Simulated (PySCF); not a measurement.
# CrH18N6 ([Cr(NH3)6]3+): the cost of one run

Programs: PySCF 2.14.0, with routines of our own; each step states its level. All values are computed. Atoms count from 0.

### 1 The system as given

25 atoms, charge 3, states of the metal's open shell are computed; geometry from: model start, shaken.

### 2 Optimising the geometry at PBE0-D3(BJ)/def2-SVP

Job settings and geometry (Å):

```
{"job": {"xc": "PBE0", "basis": "def2-SVP", "d3": "d3bj", "grid": 1, "maxiter": 45, "solvent": "water", "kind": "geom"}, "charge": 3, "metal": "Cr", "open_shell": "d3"}
Cr     0.000020     0.004480    -0.004110
N     -0.013360    -0.006820     2.030130
H      0.943260     0.020100     2.427950
H     -0.480490     0.823450     2.440690
H     -0.469600    -0.830060     2.434900
N      0.010430    -0.020160    -2.051860
H     -0.970880    -0.019340    -2.462960
H      0.467650     0.797090    -2.431270
H      0.473530    -0.818910    -2.473090
N      2.036920    -0.000730     0.001700
H      2.412380     0.935190    -0.014680
H      2.423200    -0.455270     0.803990
H      2.434850    -0.457910    -0.824860
N     -2.046680     0.001660     0.000960
H     -2.453710    -0.941210     0.020380
H     -2.458540     0.484070     0.817900
H     -2.444960     0.501190    -0.804670
N     -0.017990     2.046120     0.008650
H     -0.002830     2.445580     0.941360
H      0.826110     2.456910    -0.481310
H     -0.813060     2.428390    -0.469270
N     -0.017810    -2.053690    -0.002940
H      0.013480    -2.418160    -0.962210
H      0.804190    -2.425630     0.441290
H     -0.823050    -2.436800     0.490030
```

On the command line:

```sh
> OMP_NUM_THREADS=1 python lf_run.py task.json out
```

One launch serves the whole session: the jobs run in the order shown.

**Question.** How long does this first job take on 1 thread of Arm Neoverse V1, shared host, and how much memory does it need?

About 12 min, with a peak of 2.1 GiB.
